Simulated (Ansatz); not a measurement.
# Zn2Se: the cost of one run

Program: Ansatz 0.2.0. Level of theory: DFT PBE, scalar-relativistic, plane waves, PAW. These are calculated values, not measurements.

**1. Starting point**

The structure is hexagonal, space group P6/mmm (No. 191). The conventional cell has a = 3.790 Å, b = 3.790 Å, c = 4.092 Å, α = 90.00°, β = 90.00°, γ = 120.00°. Zn (site symmetry -6m2) is surrounded by 3 Zn at 2.19 Å and 6 Se at 3.00 Å. Se (site symmetry 6/mmm) has 12 Zn at 3.00 Å as nearest neighbours.

As a file:

```
Zn Se
1.0
     3.78959    0.00000    0.00000
    -1.89479    3.28188    0.00000
     0.00000    0.00000    4.09175
Zn Se
2 1
Cartesian
  0.0000 2.1879 2.0459
  1.8948 1.0940 2.0459
  0.0000 0.0000 0.0000
```

(A quick probe on a coarse mesh, which set the mesh and smearing, is not shown.)

**3. Coarse relaxation**

Input file input.yaml:

```yaml
crystal:
  lattice:
    - [3.7895878606, 0.0, 0.0]
    - [-1.8947939303, 3.2818793572, 0.0]
    - [0.0, 0.0, 4.09174769]
  atoms:
    - { symbol: Zn, position: [0.3333333333, 0.6666666667, 0.5] }
    - { symbol: Zn, position: [0.6666666667, 0.3333333333, 0.5] }
    - { symbol: Se, position: [0.0, 0.0, 0.0] }
basis:
  ecutwfc: 420
kpoints:
  mp_grid: { grid: [6, 6, 4] }
hamiltonian:
  xc: pbe
scf:
  occupations: { method: gaussian, width: 0.1 }
  lower_state_search: "off"
output:
  forces: true
  stress: true
  eigenvalues: true
relax:
  adjacent_minimum: "off"
  f_tol: 0.04
  max_steps: 70
  cell: { stress_tol: 0.4 }
```

Command:

```console
ansatz run input.yaml --threads 1 --pin off --max-ram 2560MiB --backend cpu --events-out ev --progress --plain --runs-dir out
```

Q: Estimate wall time and peak memory on 1 thread of Intel Xeon 6975P-C (Granite Rapids), shared host.

About 6.5 s, with a peak of 0.38 GiB.
